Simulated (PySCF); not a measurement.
# Si2H6O2 (SMILES O[SiH2][SiH2]O) at 4 levels

We compute a comparison of 4 runs (HF/def2-SVP, PBE/6-31G, B3LYP/6-31G*, PBE0/def2-SVP) of Si2H6O2. Input form: a Python script.

Program for the calculation: PySCF 2.14.0.

1 further run of the same task is left out (set aside as unsound or not needed).

**1. The structure to begin with**

The species is Si2H6O2 (10 atoms), meant as a singlet with charge 0. As SMILES, `O[SiH2][SiH2]O`. Geometry: relaxed at PBE0-D4/def2-TZVP. This is one conformer, not always the lowest.

Bond lengths: O1–Si2 1.666 Å, Si2–Si3 2.355 Å, Si3–O4 1.652 Å, O1–H5 0.958 Å, Si2–H6 1.492 Å, Si2–H7 1.492 Å, Si3–H8 1.489 Å, Si3–H9 1.488 Å, O4–H10 0.962 Å. Some angles: O1–Si2–Si3 99.0°, Si2–Si3–O4 104.4°, O1–Si2–H6 110.9°, O1–Si2–H7 110.7°, Si3–Si2–H6 114.8°, Si3–Si2–H7 114.6°, Si2–O1–H5 118.7°, Si2–Si3–H8 112.0°, Si2–Si3–H9 112.5°, O4–Si3–H8 110.6°.

**2. Energy and gradient at HF/def2-SVP (run 1)**

start.xyz

```xyz
10

O     -1.158200     0.253600    -1.266100
Si    -0.972100     0.423300     0.381200
Si     1.219100    -0.412800     0.593400
O      1.705400    -0.693400    -0.960300
H     -1.981400     0.534700    -1.668000
H     -2.011900    -0.352900     1.116800
H     -1.135200     1.849600     0.786600
H      1.260800    -1.669100     1.391200
H      2.138000     0.558800     1.245000
H      1.018700    -0.543100    -1.616900
```

job.py

```python
from pyscf import gto, scf

mol = gto.Mole()
mol.atom = 'start.xyz'
mol.verbose = 3
mol.basis = 'def2-svp'
mol.max_memory = 1860
mol.build()

mf = scf.RHF(mol)
mf.conv_tol = 1e-10
mf.kernel()
if not mf.converged:
    mf = mf.newton().run(mf.mo_coeff, mf.mo_occ)

e_final = mf.e_tot
print('Final energy', e_final)
grad = mf.nuc_grad_method().kernel()
mf.analyze()
```

Command:

```bash
$ OMP_NUM_THREADS=1 python job.py
```

Standard output:

```text
converged SCF energy = -730.850401567051
[... 15 lines left out ...]
MO #6   energy= -6.14011208124343  occ= 2
[... 7 lines left out ...]
MO #14  energy= -1.3106495537464   occ= 2
[... 7 lines left out ...]
MO #22  energy= -0.539454766967352 occ= 2
[... 7 lines left out ...]
MO #30  energy= 0.220089886696641  occ= 0
[... 7 lines left out ...]
MO #38  energy= 0.444143830782868  occ= 0
[... 7 lines left out ...]
MO #46  energy= 0.712066248709398  occ= 0
[... 7 lines left out ...]
MO #54  energy= 1.08546414302569   occ= 0
[... 7 lines left out ...]
MO #62  energy= 1.35397668871692   occ= 0
[... 7 lines left out ...]
MO #70  energy= 1.81099553546165   occ= 0
[... 7 lines left out ...]
MO #78  energy= 2.09866185210352   occ= 0
[... 7 lines left out ...]
MO #86  energy= 3.10573430008595   occ= 0
[... 7 lines left out ...]
MO #94  energy= 4.13398801705182   occ= 0
[... 11 lines left out ...]
Dipole moment(X, Y, Z, Debye): -2.84047,  1.02978, -0.02578
```

Wall time 14 s (1 thread of Intel Xeon at 2.70GHz, shared host); peak memory 0.19 GiB.

**3. Energy and gradient at PBE/6-31G (run 2)**

mol.xyz

```xyz
10

O     -1.158200     0.253600    -1.266100
Si    -0.972100     0.423300     0.381200
Si     1.219100    -0.412800     0.593400
O      1.705400    -0.693400    -0.960300
H     -1.981400     0.534700    -1.668000
H     -2.011900    -0.352900     1.116800
H     -1.135200     1.849600     0.786600
H      1.260800    -1.669100     1.391200
H      2.138000     0.558800     1.245000
H      1.018700    -0.543100    -1.616900
```

job.py

```python
import pyscf.grad
from pyscf import gto, dft

mol = gto.M(
    atom='mol.xyz',
    verbose=4,
    charge=0,
    basis='6-31g',
    max_memory=1860,
)

ks = dft.RKS(mol)
ks.xc = 'pbe'
ks.grids.level = 5
ks.conv_tol = 1e-10
ks.kernel()
if not ks.converged:
    ks = ks.newton().run(ks.mo_coeff, ks.mo_occ)

energy = ks.e_tot
print('Final energy', energy)
grad = ks.Gradients().kernel()
dip = ks.dip_moment()
pop, q = ks.mulliken_pop()
```

Command:

```bash
$ OMP_NUM_THREADS=1 python job.py
```

Standard output:

```text
PySCF version 2.14.0

[... 85 lines left out ...]
converged SCF energy = -732.4573169471
Final energy -732.4573169471005
[... 12 lines left out ...]
Dipole moment(X, Y, Z, Debye): -3.17032,  1.19497,  0.40042
[... 28 lines left out ...]
pop of  2 Si 2py          1.98723
pop of  2 Si 2pz          1.98609
pop of  2 Si 3px          0.68685
pop of  2 Si 3py          0.71288
pop of  2 Si 3pz          0.51789
pop of  2 Si 4px          0.10842
pop of  2 Si 4py          0.13223
pop of  2 Si 4pz          0.01034
pop of  3 O 1s            1.99693
pop of  3 O 2s            0.89394
pop of  3 O 3s            1.00223
pop of  3 O 2px           0.97223
pop of  3 O 2py           1.07708
pop of  3 O 2pz           0.88025
pop of  3 O 3px           0.66747
pop of  3 O 3py           0.76480
pop of  3 O 3pz           0.48745
pop of  4 H 1s            0.50141
pop of  4 H 2s            0.10134
pop of  5 H 1s            0.50749
pop of  5 H 2s            0.58858
pop of  6 H 1s            0.50758
pop of  6 H 2s            0.58804
pop of  7 H 1s            0.50835
pop of  7 H 2s            0.58918
pop of  8 H 1s            0.50839
pop of  8 H 2s            0.58626
pop of  9 H 1s            0.49176
pop of  9 H 2s            0.10188
 ** Mulliken atomic charges  **
charge of    0O =     -0.77129
charge of    1Si =      0.49741
charge of    2Si =      0.59652
charge of    3O =     -0.74238
charge of    4H =      0.39725
charge of    5H =     -0.09608
charge of    6H =     -0.09562
charge of    7H =     -0.09753
charge of    8H =     -0.09465
charge of    9H =      0.40636
```

Run time: 26 s. Hardware: 1 thread of Intel Xeon at 2.70GHz, shared host; peak memory 0.58 GiB.

Run 3 isn't shown in full; the table further down has it.

**4. Energy and gradient at PBE0/def2-SVP (run 4)**

run.py

```python
import pyscf.grad
from pyscf import gto, dft

mol = gto.Mole()
mol.atom = '''
O     -2.188681     0.479235    -2.392582
Si    -1.837003     0.799921     0.720364
Si     2.303765    -0.780079     1.121363
O      3.222739    -1.310336    -1.814704
H     -3.744303     1.010437    -3.152063
H     -3.801940    -0.666884     2.110446
H     -2.145217     3.495237     1.486459
H      2.382567    -3.154142     2.628987
H      4.040234     1.055979     2.352709
H      1.925064    -1.026310    -3.055498
'''
mol.charge = 0
mol.unit = 'bohr'
mol.verbose = 3
mol.max_memory = 1860
mol.basis = 'def2-svp'
mol.build()

calc0 = dft.RKS(mol, xc='pbe0')
calc0.conv_tol = 1e-10
calc0.grids.level = 5
calc0.kernel()
if not calc0.converged:
    calc0 = calc0.newton().run(calc0.mo_coeff, calc0.mo_occ)

e_tot = calc0.e_tot
print('Final energy', e_tot)
grad = calc0.Gradients().kernel()
dip = calc0.dip_moment()
pop, q = calc0.mulliken_pop()
```

Command:

```bash
$ OMP_NUM_THREADS=1 python run.py
```

Standard output:

```text
converged SCF energy = -732.392755693056
Final energy -732.3927556930556
[... 8 lines left out ...]
Dipole moment(X, Y, Z, Debye): -2.55196,  0.88973, -0.38138
[... 66 lines left out ...]
pop of  4 H 2s            0.05343
pop of  4 H 2px           0.03125
pop of  4 H 2py           0.01968
pop of  4 H 2pz           0.02075
pop of  5 H 1s            0.73543
pop of  5 H 2s            0.34283
pop of  5 H 2px           0.00449
pop of  5 H 2py           0.00286
pop of  5 H 2pz           0.00238
pop of  6 H 1s            0.73546
pop of  6 H 2s            0.34272
pop of  6 H 2px           0.00129
pop of  6 H 2py           0.00732
pop of  6 H 2pz           0.00111
pop of  7 H 1s            0.73592
pop of  7 H 2s            0.34806
pop of  7 H 2px           0.00114
pop of  7 H 2py           0.00594
pop of  7 H 2pz           0.00264
pop of  8 H 1s            0.73589
pop of  8 H 2s            0.34569
pop of  8 H 2px           0.00385
pop of  8 H 2py           0.00395
pop of  8 H 2pz           0.00192
pop of  9 H 1s            0.66129
pop of  9 H 2s            0.06210
pop of  9 H 2px           0.02867
pop of  9 H 2py           0.01913
pop of  9 H 2pz           0.02611
 ** Mulliken atomic charges  **
charge of    0O =     -0.43999
charge of    1Si =      0.39344
charge of    2Si =      0.41389
charge of    3O =     -0.41135
charge of    4H =      0.20221
charge of    5H =     -0.08799
charge of    6H =     -0.08791
charge of    7H =     -0.09370
charge of    8H =     -0.09130
charge of    9H =      0.20270
```

Wall time 60 s (1 thread of Intel Xeon at 2.70GHz, shared host); peak memory 0.93 GiB.

**5. The series**

```csv
run,level,integration grid,energy (Eh),dipole moment (D),HOMO energy (eV),LUMO energy (eV),wall time
1,HF/def2-SVP,–,-730.850402,3.02,-10.81,2.98,14 s
2,PBE/6-31G,5,-732.457317,3.41,-6.48,-1.41,26 s
3,B3LYP/6-31G* (spherical functions),5,-733.092312,2.80,-7.56,-0.66,51 s
4,PBE0/def2-SVP,5,-732.392756,2.73,-7.87,-0.40,60 s
```

**6. What came out**

```
                       quantity          value
            run 4: total energy  -732.39276 Eh
           run 4: dipole moment         2.73 D
             run 4: HOMO energy       -7.87 eV
             run 4: LUMO energy       -0.40 eV
           run 4: HOMO–LUMO gap        7.47 eV
run 4: largest force on an atom     0.546 eV/Å
```

What this shows: The dipole moment (its size) runs from 2.73 D (PBE0/def2-SVP) to 3.41 D (PBE/6-31G). The two ends differ in method and basis. The HOMO–LUMO gap runs from 5.07 eV (PBE/6-31G) to 13.80 eV (HF/def2-SVP). Totals of different functionals can't be ranked against each other. All runs together took 2.5 min, the longest 60 s.
